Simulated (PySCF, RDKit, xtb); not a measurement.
# Solving CH3FSn, step by step

Given the formula CH3FSn and nothing else, which arrangement of the atoms is the most stable in the gas at 298.15 K, and what are its properties?

The funnel: GFN2-xTB relaxations, single points with a density functional, relaxations at B3LYP-D3(BJ)/def2-SVP, harmonic vibrations (at GFN2-xTB), and a last energy at a higher level. All values are calculated.

1 further run of the same task is left out (set aside as unsound or not needed).

## (1) Candidates

All bonding patterns within simple valence rules are listed by program: one Lewis structure each, at most two rings and one unusual centre or charged pair. O–O, O–halogen and N–halogen bonds and N–N–N chains are not drawn. That gives 10 candidates.

```tsv
label	SMILES	spin
c096	F[CH2][SnH]	singlet
c191	[CH][SnH2][F]	triplet
c226	[CH3][Sn][F]	triplet
c346	F[C][SnH3]	triplet
c385	F[C][SnH3]	singlet
c502	F[CH2][SnH]	triplet
c542	[CH2]=[SnH][F]	singlet
c714	[CH][SnH2][F]	singlet
c868	[CH3][Sn][F]	singlet
c917	F[CH]=[SnH2]	singlet
```

Candidates are built by distance geometry, with a force field where one applies, in up to four conformers (letters a to d). 10 starts with atoms placed at random are added, to find patterns that the rules miss.

## (2) First filter: tight binding

All 24 starts are relaxed the same way. One of them, c096a (enumerated, embedded by distance geometry and UFF), in full:

The input, start.xyz:

```xyz
6
c096a
C      0.155707    -0.281840    -1.243902
F     -0.132043     0.777481    -0.369409
Sn    -1.111830    -0.274586    -2.930042
H      1.230302    -0.142391    -1.562740
H      0.125077    -1.193679    -0.634600
H     -2.742977    -0.481084    -2.358022
```

Started as:

```sh
xtb start.xyz --gfn 2 --opt
```

Standard output, cut to the lines that bear on the results:

```text
* xtb version 6.7.1
[...]
          :  # basis functions                  21          :
[...]
          :  # electrons                        18          :
[...]
          :  Hamiltonian                  GFN2-xTB          :
[...]
          :  net charge                          0          :
          :  unpaired electrons                  0          :
[...]
   *** convergence criteria satisfied after 11 iterations ***
[...]
   *** GEOMETRY OPTIMIZATION CONVERGED AFTER 35 ITERATIONS ***
[...]
   *** convergence criteria satisfied after 3 iterations ***
[...]
         ::                     SUMMARY                     ::
         :::::::::::::::::::::::::::::::::::::::::::::::::::::
         :: total energy             -10.489088852318 Eh    ::
         :: gradient norm              0.000950633139 Eh/a0 ::
         :: HOMO-LUMO gap              2.609273123390 eV    ::
         ::.................................................::
         :: SCC energy               -10.530339189013 Eh    ::
         :: -> isotropic ES            0.015392510579 Eh    ::
         :: -> anisotropic ES          0.003484068385 Eh    ::
         :: -> anisotropic XC         -0.003767875990 Eh    ::
         :: -> dispersion             -0.002695229341 Eh    ::
         :: repulsion energy           0.041250336694 Eh    ::
         :: add. restraining           0.000000000000 Eh    ::
         :: total charge              -0.000000000000 e     ::
         :::::::::::::::::::::::::::::::::::::::::::::::::::::
[...]
         9        2.0000           -0.3898093             -10.6073 (HOMO)
        10                         -0.2939203              -7.9980 (LUMO)
[...]
          | TOTAL ENERGY              -10.489088852318 Eh   |
          | GRADIENT NORM               0.000950633139 Eh/α |
          | HOMO-LUMO GAP               2.609273123390 eV   |
           -------------------------------------------------
[...]
```

It took 0.099 s on 2 threads of Arm Neoverse V1, shared host.

## (3) Distinct minima at GFN2-xTB

23 of the 24 relaxations converged; the search merged 12 into others by its test of bonds and energy. 11 distinct structures remain:

```tsv
label	start	SMILES after	spin	energy (kcal/mol)	note
c868a	drawn and random	[CH3][Sn][F]	singlet	0.0	
c737	random and drawn	F[CH2][SnH]	singlet	41.4	
c840	random and drawn	[CH2][SnH][F] ‡	singlet	66.1	
c700	random	[CH2][Sn].[FH] ‡	singlet	76.7	fell apart
c601	random	[CH2][Sn].[FH] ‡	singlet	79.8	fell apart
c226b	drawn	[CH3][Sn][F]	triplet	79.9	
c714a	drawn and random	[F][CH][SnH2] ‡	singlet	92.6	bonds changed
c502a	drawn	F[CH2][SnH]	triplet	105.6	
c385a	drawn	F[C][SnH3]	singlet	147.3	
c191a	drawn	[CH][SnH2][F]	triplet	156.6	
c346a	drawn	F[C][SnH3]	triplet	165.8
```

‡ marks the bonded skeleton alone, with all bonds drawn single: no Lewis structure was assigned that passes a check against the bond lengths.

GFN2-xTB has no spin polarisation, so it can't rank spin states and is rough for open shells.

## (4) Single points on the low minima

A choice of the minima (the low ones first, few conformers of a pattern, up to a cap) and the lowest that fell apart get a single point at r2SCAN-D4/def2-SVP on the tight-binding geometry, and one at HF/STO-3G for comparison. Some singlets are also tried as triplets at the same geometry (label ending in t). The first, c868a:

The input, geometry.xyz:

```xyz
6

C     -1.040960    -0.406630    -1.726421
F      1.753090     0.762596    -0.787877
Sn     0.974841    -1.138364    -0.982989
H     -1.487119     0.257550    -0.980510
H     -0.902941     0.186701    -2.634974
H     -1.764259    -1.195229    -1.948049
```

The input, run.py:

```python
from pyscf import gto, dft

mol = gto.M(
    atom='geometry.xyz',
    ecp={'Sn': 'def2-svp'},
    basis='def2-svp',
    verbose=3,
    max_memory=3720,
)

mf = dft.RKS(mol)
mf.xc = 'r2scan'
mf = mf.density_fit(auxbasis='def2-universal-jkfit')
mf.conv_tol = 1e-09
mf.grids.level = 3
mf.max_cycle = 100
mf.disp = 'd4'
mf.kernel()
if not mf.converged:
    mf = mf.newton().run(mf.mo_coeff, mf.mo_occ)

energy = mf.e_tot
print('Final energy', energy)
```

Started as:

```sh
OMP_NUM_THREADS=2 python run.py
```

Standard output:

```text
converged SCF energy = -353.969957672804
Final energy -353.969957672804
```

Wall time 6 s (2 threads of Arm Neoverse V1, shared host); peak memory 0.32 GiB.

Relative energies in kcal/mol, each column from its lowest structure that stays in one piece:

```tsv
label	SMILES	spin	GFN2-xTB	HF/STO-3G	r2SCAN-D4/def2-SVP
c868a	[CH3][Sn][F]	singlet	0.0	0.0	0.0
c226b	[CH3][Sn][F]	triplet	79.9	51.6	45.6
c737	F[CH2][SnH]	singlet	41.4	20.3	48.4
c700	[CH2][Sn].[FH] ‡	singlet	76.7	89.1	57.2
c840	[CH2][SnH][F] ‡	singlet	66.1	99.5	71.7
c737t	F[CH2][SnH]	triplet	–	–	80.7
c840t	[CH2][SnH][F] ‡	triplet	–	–	110.8
```

‡ marks the bonded skeleton alone, with all bonds drawn single: no Lewis structure was assigned that passes a check against the bond lengths.

## (5) Relaxing the best candidates

3 candidates are relaxed at B3LYP-D3(BJ)/def2-SVP (chosen among the lowest in one piece, with other spins of them). The first, c868a:

The input, mol.xyz:

```xyz
6
CH3FSn
C     -1.040960    -0.406630    -1.726421
F      1.753090     0.762596    -0.787877
Sn     0.974841    -1.138364    -0.982989
H     -1.487119     0.257550    -0.980510
H     -0.902941     0.186701    -2.634974
H     -1.764259    -1.195229    -1.948049
```

The input, calc.py:

```python
# [CH3][Sn][F]
from pyscf import gto, dft
from pyscf.geomopt.geometric_solver import kernel as optimise

mol = gto.M(
    atom='mol.xyz',
    basis='def2-svp',
    max_memory=3720,
    ecp={'Sn': 'def2-svp'},
    verbose=3,
)

calc0 = dft.RKS(mol, xc='b3lyp')
calc0 = calc0.density_fit(auxbasis='def2-universal-jkfit')
calc0.max_cycle = 100
calc0.conv_tol = 1e-09
calc0.grids.level = 3
calc0.disp = 'd3bj'
converged, mol_eq = optimise(calc0, maxsteps=120, convergence_set='GAU')
print('converged:', converged)
print(mol_eq.tostring())

calc0.reset(mol_eq)
mol = mol_eq
calc0.kernel()
if not calc0.converged:
    calc0 = calc0.newton().run(calc0.mo_coeff, calc0.mo_occ)
e_final = calc0.e_tot
print('E(%s) = %.9f' % ('B3LYP', e_final))
```

Started as:

```sh
OMP_NUM_THREADS=2 python calc.py
```

Standard output:

```text
#|     Arguments passed to driver run_optimizer():      |#
convergence_set           GAU
maxiter                   120
----------------------------------------------------------
Custom engine selected.
Bonds will be generated from interatomic distances less than 1.20 times sum of covalent radii
18 internal coordinates being used (instead of 18 Cartesians)
Internal coordinate system (atoms numbered from 1):
Distance 1-3
Distance 1-4
Distance 1-5
Distance 1-6
Distance 2-3
Angle 3-1-4
Angle 3-1-5
Angle 3-1-6
Angle 4-1-5
Angle 4-1-6
Angle 5-1-6
Angle 1-3-2
Dihedral 4-1-3-2
Dihedral 5-1-3-2
Dihedral 6-1-3-2
Translation-X 1-6
Translation-Y 1-6
Translation-Z 1-6
Rotation-A 1-6
Rotation-B 1-6
Rotation-C 1-6
> ===== Optimization Info: ====
> Job type: Energy minimization
> Maximum number of optimization cycles: 120
> Initial / maximum trust radius (Angstrom): 0.100 / 0.300
> Convergence Criteria:
> Will converge when all 5 criteria are reached:
>  |Delta-E| < 1.00e-06
>  RMS-Grad  < 3.00e-04
>  Max-Grad  < 4.50e-04
>  RMS-Disp  < 1.20e-03
>  Max-Disp  < 1.80e-03
> === End Optimization Info ===

Geometry optimization cycle 1
Cartesian coordinates (Angstrom)
 Atom        New coordinates             dX        dY        dZ
   C  -1.040960  -0.406630  -1.726421    0.000000  0.000000  0.000000
   F   1.753090   0.762596  -0.787877    0.000000  0.000000  0.000000
  Sn   0.974841  -1.138364  -0.982989    0.000000  0.000000  0.000000
   H  -1.487119   0.257550  -0.980510    0.000000  0.000000  0.000000
   H  -0.902941   0.186701  -2.634974    0.000000  0.000000  0.000000
   H  -1.764259  -1.195229  -1.948049    0.000000  0.000000  0.000000

WARN: Mole.unit (angstrom) is changed to Bohr

converged SCF energy = -354.043262952731
--------------- DFRKS_Scanner gradients ---------------
         x                y                z
0 C    -0.0096230399     0.0031882842    -0.0035544434
1 F     0.0121748801     0.0274293462     0.0031400249
2 Sn    -0.0014993754    -0.0298500653     0.0007323040
3 H     0.0006538029    -0.0042402936    -0.0056310941
4 H    -0.0031384572    -0.0037800535     0.0051035468
5 H     0.0015468239     0.0072737949     0.0002354727
----------------------------------------------
cycle 1: E = -354.043262953  dE = -354.043  norm(grad) = 0.0455558
Step    0 : Gradient = 1.860e-02/3.017e-02 (rms/max) Energy = -354.0432629527
Hessian Eigenvalues: 2.30000e-02 5.00000e-02 5.00000e-02 ... 3.43679e-01 3.43688e-01 3.44933e-01

Geometry optimization cycle 2
Cartesian coordinates (Angstrom)
 Atom        New coordinates             dX        dY        dZ
   C  -1.014012  -0.395802  -1.717222    0.026948  0.010828  0.009199
   F   1.641697   0.700159  -0.824227   -0.111393 -0.062437 -0.036350
  Sn   0.937456  -1.098822  -0.997845   -0.037385  0.039542 -0.014856
   H  -1.455268   0.272714  -0.957243    0.031851  0.015164  0.023267
   H  -0.863229   0.200820  -2.634011    0.039712  0.014119  0.000963
   H  -1.721271  -1.213779  -1.931910    0.042988 -0.018550  0.016139
converged SCF energy = -354.046475562844
--------------- DFRKS_Scanner gradients ---------------
         x                y                z
0 C     0.0041680977    -0.0008485562     0.0014936978
1 F    -0.0052488838    -0.0141400573    -0.0013651372
2 Sn     0.0016667079     0.0157953202    -0.0000692572
3 H    -0.0000530149    -0.0001396798     0.0003556338
4 H     0.0001755298    -0.0001658094    -0.0002975432
5 H    -0.0004739779    -0.0003781460    -0.0001510177
----------------------------------------------
cycle 2: E = -354.046475563  dE = -0.00321261  norm(grad) = 0.0224197
Step    1 : Displace = 6.800e-02/1.317e-01 (rms/max) Trust = 1.000e-01 (=) Grad = 9.153e-03/1.588e-02 (rms/max) E (change) = -354.0464755628 (-3.213e-03) Quality = 0.682
Hessian Eigenvalues: 2.29999e-02 4.99919e-02 5.00000e-02 ... 3.40761e-01 3.43684e-01 3.44815e-01

Geometry optimization cycle 3
Cartesian coordinates (Angstrom)
 Atom        New coordinates             dX        dY        dZ
   C  -1.023448  -0.399172  -1.720108   -0.009436 -0.003370 -0.002886
   F   1.662909   0.719990  -0.814435    0.021212  0.019832  0.009793
  Sn   0.941192  -1.116788  -0.994961    0.003737 -0.017965  0.002883
   H  -1.462236   0.271006  -0.960300   -0.006967 -0.001708 -0.003057
   H  -0.870516   0.198968  -2.635449   -0.007287 -0.001852 -0.001438
   H  -1.732935  -1.214154  -1.935739   -0.011663 -0.000375 -0.003829
converged SCF energy = -354.047004897332
--------------- DFRKS_Scanner gradients ---------------
         x                y                z
0 C     0.0006894584    -0.0003017090     0.0002390740
1 F     0.0014547697     0.0030551118     0.0003193500
2 Sn    -0.0011993866    -0.0028372701    -0.0003028404
3 H    -0.0002531373     0.0000697016     0.0001166463
4 H    -0.0001248746     0.0000592659    -0.0002537340
5 H    -0.0003586882     0.0000630442    -0.0001266001
----------------------------------------------
cycle 3: E = -354.047004897  dE = -0.000529334  norm(grad) = 0.00469794
Step    2 : Displace = 1.651e-02/3.240e-02 (rms/max) Trust = 1.000e-01 (=) Grad = 1.918e-03/3.399e-03 (rms/max) E (change) = -354.0470048973 (-5.293e-04) Quality = 0.780
Hessian Eigenvalues: 2.29966e-02 4.99150e-02 4.99999e-02 ... 3.40554e-01 3.43684e-01 3.44692e-01

Geometry optimization cycle 4
Cartesian coordinates (Angstrom)
 Atom        New coordinates             dX        dY        dZ
   C  -1.024897  -0.399183  -1.720321   -0.001449 -0.000011 -0.000213
   F   1.653809   0.714914  -0.814570   -0.009100 -0.005076 -0.000135
  Sn   0.940627  -1.116824  -0.994470   -0.000565 -0.000037  0.000492
   H  -1.462788   0.271177  -0.960610   -0.000552  0.000170 -0.000309
   H  -0.871051   0.198936  -2.635155   -0.000535 -0.000033  0.000294
   H  -1.732621  -1.215351  -1.935314    0.000314 -0.001197  0.000425
converged SCF energy = -354.04703267183
--------------- DFRKS_Scanner gradients ---------------
         x                y                z
0 C     0.0002161719    -0.0000231650     0.0000569496
1 F     0.0001720882     0.0002008568    -0.0000230918
2 Sn     0.0001282391    -0.0001893154     0.0000596656
3 H    -0.0001152631     0.0000375494    -0.0000207413
4 H    -0.0001055475     0.0000418324    -0.0000570139
5 H    -0.0000828196     0.0000625576    -0.0000281769
----------------------------------------------
cycle 4: E = -354.047032672  dE = -2.77745e-05  norm(grad) = 0.0004687
Step    3 : Displace = 3.658e-03/7.953e-03 (rms/max) Trust = 1.414e-01 (+) Grad = 1.913e-04/2.655e-04 (rms/max) E (change) = -354.0470326718 (-2.777e-05) Quality = 1.003
Hessian Eigenvalues: 2.28980e-02 4.72853e-02 5.00000e-02 ... 3.39737e-01 3.43684e-01 3.44670e-01

Geometry optimization cycle 5
Cartesian coordinates (Angstrom)
 Atom        New coordinates             dX        dY        dZ
   C  -1.027116  -0.400495  -1.720648   -0.002219 -0.001312 -0.000327
   F   1.647721   0.712511  -0.812742   -0.006088 -0.002403  0.001827
  Sn   0.936526  -1.118921  -0.994908   -0.004101 -0.002096 -0.000438
   H  -1.463552   0.270136  -0.960477   -0.000764 -0.001041  0.000133
   H  -0.871464   0.197575  -2.635105   -0.000414 -0.001360  0.000050
   H  -1.734686  -1.216661  -1.935642   -0.002065 -0.001310 -0.000329
converged SCF energy = -354.047032967745
--------------- DFRKS_Scanner gradients ---------------
         x                y                z
0 C     0.0002343053     0.0000031524     0.0000590310
1 F     0.0000133164    -0.0001066267    -0.0000626327
2 Sn    -0.0000259782     0.0001947331    -0.0000089708
3 H    -0.0000148196     0.0000214947    -0.0000005580
4 H    -0.0000164529     0.0000272235    -0.0000067414
5 H     0.0000242930    -0.0000030951     0.0000132083
----------------------------------------------
cycle 5: E = -354.047032968  dE = -2.95914e-07  norm(grad) = 0.000339194
Step    4 : Displace = 1.844e-03/3.182e-03 (rms/max) Trust = 2.000e-01 (+) Grad = 1.385e-04/2.416e-04 (rms/max) E (change) = -354.0470329677 (-2.959e-07) Quality = 0.152
Hessian Eigenvalues: 1.45139e-02 2.61819e-02 5.00000e-02 ... 3.39878e-01 3.43697e-01 3.44720e-01

Geometry optimization cycle 6
Cartesian coordinates (Angstrom)
 Atom        New coordinates             dX        dY        dZ
   C  -1.029589  -0.401881  -1.721062   -0.002473 -0.001386 -0.000414
   F   1.643592   0.710497  -0.810928   -0.004129 -0.002014  0.001815
  Sn   0.933670  -1.121184  -0.994804   -0.002857 -0.002263  0.000104
   H  -1.465102   0.268909  -0.960600   -0.001550 -0.001226 -0.000123
   H  -0.872521   0.196270  -2.635162   -0.001057 -0.001306 -0.000057
   H  -1.737329  -1.217703  -1.936401   -0.002643 -0.001042 -0.000759
converged SCF energy = -354.047032964184
--------------- DFRKS_Scanner gradients ---------------
         x                y                z
0 C     0.0000855591     0.0000554203     0.0000103806
1 F    -0.0000179479    -0.0001239214    -0.0000696188
2 Sn     0.0000055803     0.0001979559     0.0000031430
3 H     0.0000394042     0.0000093523     0.0000021198
4 H     0.0000249416     0.0000165563     0.0000221509
5 H     0.0000777730    -0.0000140677     0.0000296344
----------------------------------------------
cycle 6: E = -354.047032964  dE = 3.56079e-09  norm(grad) = 0.000283564
Step    5 : Displace = 8.688e-04/1.463e-03 (rms/max) Trust = 9.219e-04 (-) Grad = 1.158e-04/1.981e-04 (rms/max) E (change) = -354.0470329642 (+3.561e-09) Quality = -0.002
Hessian Eigenvalues: 1.45139e-02 2.61819e-02 5.00000e-02 ... 3.39878e-01 3.43697e-01 3.44720e-01
Converged! =D

converged: True
C          -1.02958919       -0.40188111       -1.72106181
F           1.64359228        0.71049700       -0.81092772
Sn          0.93366964       -1.12118401       -0.99480368
H          -1.46510201        0.26890944       -0.96059976
H          -0.87252093        0.19626976       -2.63516188
H          -1.73732942       -1.21770316       -1.93640109
converged SCF energy = -354.047032964202
E(B3LYP) = -354.047032964
```

Run time: 20 s. Hardware: 2 threads of Arm Neoverse V1, shared host; peak memory 0.71 GiB.

Energy change by step (eV): 0.0000, -0.0874, -0.1018, -0.1026, -0.1026, -0.1026.

After the run. Bond lengths: C1–Sn3 2.213 Å, F2–Sn3 1.973 Å, C1–H4 1.104 Å, C1–H5 1.104 Å, C1–H6 1.101 Å. Angles: C1–Sn3–F2 92.8°, Sn3–C1–H4 108.8°, Sn3–C1–H5 108.8°, Sn3–C1–H6 113.2°, H4–C1–H5 107.3°, H4–C1–H6 109.4°, H5–C1–H6 109.3°.

## (6) The relaxed candidates

```tsv
label	spin	r2SCAN-D4/def2-SVP (kcal/mol)	B3LYP-D3(BJ)/def2-SVP, relaxed (kcal/mol)	time
c868a	singlet	0.0	0.0	20 s
c226b	triplet	45.6	46.6	92 s
c737	singlet	48.4	48.1	25 s
```

c868a: Bond lengths: C1–Sn3 2.213 Å, F2–Sn3 1.973 Å, C1–H4 1.104 Å, C1–H5 1.104 Å, C1–H6 1.101 Å. Angles: C1–Sn3–F2 92.8°, Sn3–C1–H4 108.8°, Sn3–C1–H5 108.8°, Sn3–C1–H6 113.2°, H4–C1–H5 107.3°, H4–C1–H6 109.4°, H5–C1–H6 109.3°.

c226b: Bond lengths: C1–Sn3 2.340 Å, F2–Sn3 1.976 Å, C1–H4 1.095 Å, C1–H5 1.095 Å, C1–H6 1.095 Å. Angles: C1–Sn3–F2 104.8°, Sn3–C1–H4 102.6°, Sn3–C1–H5 103.6°, Sn3–C1–H6 105.0°, H4–C1–H5 114.9°, H4–C1–H6 114.4°, H5–C1–H6 114.5°.

c737: Bond lengths: C1–F2 1.387 Å, C1–Sn3 2.239 Å, C1–H4 1.108 Å, C1–H5 1.108 Å, Sn3–H6 1.798 Å. Angles: F2–C1–Sn3 112.5°, F2–C1–H4 109.3°, F2–C1–H5 109.3°, Sn3–C1–H4 109.5°, Sn3–C1–H5 109.5°, C1–Sn3–H6 88.8°, H4–C1–H5 106.6°.

## (7) Vibrations and thermal terms

The lowest few go on as finalists. In this search the thermal terms come from GFN2-xTB at its own nearest minimum. The first, c868a:

The input, start.xyz:

```xyz
6
c868a
C     -1.029589    -0.401881    -1.721062
F      1.643592     0.710497    -0.810928
Sn     0.933670    -1.121184    -0.994804
H     -1.465102     0.268909    -0.960600
H     -0.872521     0.196270    -2.635162
H     -1.737329    -1.217703    -1.936401
```

Started as:

```sh
xtb start.xyz --gfn 2 --ohess tight
```

Standard output, cut to the lines that bear on the results:

```text
[...]
         ::                     SUMMARY                     ::
         :::::::::::::::::::::::::::::::::::::::::::::::::::::
         :: total energy             -10.555094640675 Eh    ::
         :: gradient norm              0.000282331425 Eh/a0 ::
         :: HOMO-LUMO gap              3.156382761800 eV    ::
         ::.................................................::
         :: SCC energy               -10.606847554000 Eh    ::
         :: -> isotropic ES            0.016995246103 Eh    ::
         :: -> anisotropic ES          0.005311612503 Eh    ::
         :: -> anisotropic XC         -0.000283527097 Eh    ::
         :: -> dispersion             -0.002454162081 Eh    ::
         :: repulsion energy           0.051752913325 Eh    ::
         :: add. restraining           0.000000000000 Eh    ::
         :: total charge              -0.000000000000 e     ::
         :::::::::::::::::::::::::::::::::::::::::::::::::::::
[...]
          | TOTAL ENERGY              -10.555094640675 Eh   |
          | TOTAL ENTHALPY            -10.514581574836 Eh   |
          | TOTAL FREE ENERGY         -10.550737936324 Eh   |
          | GRADIENT NORM               0.000282340456 Eh/α |
[...]
```

It took 0.067 s on 2 threads of Arm Neoverse V1, shared host.

## (8) Zero-point energy and free-energy terms

As xtb prints them, at 298.15 K, with its own treatment of low modes:

```tsv
label	SMILES	spin	lowest mode (cm⁻¹)	zero-point (kcal/mol)	G − E (kcal/mol)
c868a	[CH3][Sn][F]	singlet	32	21.5	2.7
c226b	[CH3][Sn][F]	triplet	39	20.9	1.5
c737	F[CH2][SnH]	singlet	166	19.6	1.4
```

## (9) Last filter: a higher level

Single points at CCSD(T)/def2-SVP + MP2/def2-TZVPP - MP2/def2-SVP on the refined geometries decide the order.

c868a, CCSD(T)/def2-SVP:

The input, input.py:

```python
from pyscf import gto, cc

molecule = gto.M(
    atom=[
    ('C', (-1.029589, -0.401881, -1.721062)),
    ('F', (1.643592, 0.710497, -0.810928)),
    ('Sn', (0.933670, -1.121184, -0.994804)),
    ('H', (-1.465102, 0.268909, -0.960600)),
    ('H', (-0.872521, 0.196270, -2.635162)),
    ('H', (-1.737329, -1.217703, -1.936401)),
],
    ecp={'Sn': 'def2-svp'},
    charge=0,
    verbose=3,
    basis='def2-svp',
    max_memory=3720,
)

mf = molecule.RHF()
mf.conv_tol = 1e-09
mf.max_cycle = 100
mf.kernel()
if not mf.converged:
    mf = mf.newton().run(mf.mo_coeff, mf.mo_occ)

mycc = cc.CCSD(mf, frozen=6)
mycc.kernel()
e_t = mycc.ccsd_t()
e_tot = mycc.e_tot + e_t
print('E(%s) = %.9f' % ('CCSD(T)', e_tot))
```

Started as:

```sh
OMP_NUM_THREADS=2 python input.py
```

Standard output:

```text
converged SCF energy = -352.309737946456
E(CCSD) = -352.7642988966819  E_corr = -0.4545609502258298
CCSD(T) correction = -0.011085101934758
E(CCSD(T)) = -352.775383999
```

It took 9.6 s on 2 threads of Arm Neoverse V1, shared host; peak memory 0.27 GiB.

[end of part 1 of 2]
